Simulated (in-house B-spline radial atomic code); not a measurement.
# Sn¹⁵⁺: ionisation energy by several methods

Aim: the ionisation energy of Sn¹⁵⁺ by several methods, each as the difference of two self-consistent energies (Sn¹⁵⁺ and the next ion, [Ar] 3d10 4s2 4p4).

Program: in-house B-spline radial atomic code version 1. Level of theory: scalar-relativistic (X2C), several functionals, spin-polarised, exact exchange averaged over the configuration; spherical all-electron atom at the radial basis limit. These are calculated values, not measurements, unless marked.

## (1) Starting point

```
element       : tin (Z = 50)
charge        : +15
electrons     : 35
configuration : [Ar] 3d10 4s2 4p5
nucleus       : Fermi, rms radius 4.652 fm
```

The outer shells:

[Ar] 3d10 4s2 4p5
```
[Ar] core
3d [↑↓][↑↓][↑↓][↑↓][↑↓]
4s [↑↓]
4p [↑↓][↑↓][↑ ]
```

Where spins are not typed, each open shell is filled with up spins first.

## (2) TPSSh, a global hybrid

Input settings:

```ini
Z = 50
electrons = 35.0
configuration = [Ar] 3d10 4s2 4p5
hamiltonian = x2c
method = tpssh
spin_polarised = True
nucleus = fermi
rms_radius = 4.6519
mass_number = 120
atomic_mass = 119.902202557
speed_of_light = 137.035999084
exact_exchange = averaged over the configuration
```

On the command line:

```bash
$ python run_scf.py task.json out
```

The settings of every run stand in task.json; they run in order.

## (3) B97-1, a global hybrid

The settings differ from step 2 so:

```diff
@@ -4,3 +4,3 @@
 hamiltonian = x2c
-method = tpssh
+method = b97_1
 spin_polarised = True
```

## (4) HSE06, a range-separated hybrid

The settings differ from step 3 so:

```diff
@@ -4,3 +4,3 @@
 hamiltonian = x2c
-method = b97_1
+method = hse06
 spin_polarised = True
```

The tabulated ionisation energy is 407 ± 3 eV (tabulated theoretical; NIST Atomic Spectra Database). What does each method give, and which comes nearest?

As calculated:

| method | rung | total energy (hartree) | ΔSCF (eV) | −ε highest (eV) | ΔSCF less tabulated (eV) |
| --- | --- | --- | --- | --- | --- |
| TPSSh | global hybrid | -6094.4855 | 410.94 | 398.80 (4p down) | +3.94 |
| B97-1 | global hybrid | -6094.5205 | 410.84 | 400.20 (4p down) | +3.84 |
| HSE06 | range-separated hybrid | -6094.2999 | 410.73 | 400.18 (4p down) | +3.73 |

**Reading.** Tables give 407 ± 3 eV (tabulated theoretical; NIST Atomic Spectra Database) for the ionisation energy. HSE06 misses by +3.73 eV, the least, and TPSSh by +3.94 eV (0.97 %), the most. All methods miss on the same side by much the same amount, which points to something that they share. Relativistic terms that these runs lack can be as large as the gaps between close methods, so the nearest may be so by luck. Spin-orbit coupling is left out. Open shells are averaged (over orientations, and over spins where the run is restricted), while tables refer to the lowest levels.
